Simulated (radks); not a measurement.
# Dy⁵⁴⁺ in [Ne] 4s2: an all-electron calculation

One table from this session's results is given with a row withheld; the runs are named, their logs left out.

The numbers are computed with radks (a radial shooting solver on a logarithmic mesh, Libxc functionals) version 1 (Dirac Kohn-Sham, PBEsol, spin-unpolarised, spherical densities, finite nucleus), except any that are marked as measured or tabulated.

## The system

* element: dysprosium (Z = 66)
* charge: +54
* electrons: 12
* configuration: [Ne] 4s2
* nuclear rms radius: 5.2218 fm

Outer shells as boxes (Hund's rule):

Dy⁵⁴⁺
```
[Ne] core
4s [↑↓]
```

Set-up of the first run:

Settings of this run:

```text
Z 66
configuration [Ne] 4s2 3s0 3p0 3d0 4f0
relativity Dirac
functional pbe_sol,pbe_sol
spin unpolarised
j_filling energy
nucleus finite rms 5.2218 fm
c 137.035999084
```

One of the session's tables, all rows but one given; the rest of the session is left out.

It belongs to the step «Radial structure». Sizes of the orbitals, from the radial functions (bohr):

```
level      <r>  outermost maximum (interpolated)  90 % within  nodes
1s1/2  0.02111                            0.0134       0.0382      0
2s1/2  0.08774                            0.0756        0.136      1
2p1/2  0.07300                            0.0568        0.120      0
2p3/2  0.07972                            0.0627        0.129      0
3s1/2   0.2102                             0.201        0.306      2
3p1/2   0.1975                             0.187        0.294      1
3p3/2   0.2074                             0.197        0.307      1
3d3/2        ?                                 ?            ?      ?
3d5/2   0.1806                             0.154        0.274      0
4s1/2   0.3876                             0.394        0.546      3
4f5/2   0.3190                             0.283        0.462      0
4f7/2   0.3209                             0.285        0.465      0
```

**Question.** Estimate the row for 3d3/2.

The run gave: <r>: 0.1774; outermost maximum (interpolated): 0.151; 90 % within: 0.270; nodes: 0. In the column «<r>» it lies between 2s1/2 (0.08774) and 3d5/2 (0.1806).
